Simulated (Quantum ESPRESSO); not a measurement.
**GaGe under changes of volume**

One of the cells (24.335 Å³/atom); the others are scaled copies at fixed shape and fractional positions:

```xyz
2
Lattice="0.0000 2.8978 2.8978 2.8978 0.0000 2.8978 2.8978 2.8978 0.0000" Properties=species:S:1:pos:R:3 pbc="T T T"
Ge    0.0000    0.0000    0.0000
Ga    1.4489    1.4489    1.4489
```

The cell comes from a database or a generator and needn't be the stable form of this composition.

| Quantity | Value |
| --- | --- |
| Program | Quantum ESPRESSO 7.5 |
| Functional | PBE |
| Potentials or basis | SSSP 1.3 efficiency PBE |
| Cutoff | 952 eV |
| Density cutoff | 7619 eV |
| k mesh | 8 × 8 × 8 |
| Occupations | fermi-dirac, width 0.05 eV |
| Spin | no spin polarisation |

| volume (Å³/atom) | energy over the lowest point (meV/atom) | pressure (GPa) |
| --- | --- | --- |
| 22.875 | 17.28 | 3.7 |
| 23.361 | ? | ? |
| 23.848 | 2.23 | 1.2 |
| 24.335 | 0.00 | 0.1 |
| 24.821 | 0.82 | -0.8 |
| 25.308 | 4.31 | -1.6 |
| 25.795 | 10.21 | -2.4 |

Q: What does the run at 23.361 Å³/atom give?

A: Energy over the lowest point 7.85 meV/atom; pressure 2.3 GPa.

Worked out: A Birch-Murnaghan fit of order 3 (a polynomial in V^(-2/3)) to the other rows has its minimum at 24.44 Å³/atom with B0 = V·E''(V) = 49 GPa and B' = 4.9. It gives 7.85 meV/atom at 23.361 Å³/atom, against the run's 7.85, and -dE/dV = 2.5 GPa, against 2.3.

Energies are extrapolated to zero smearing.
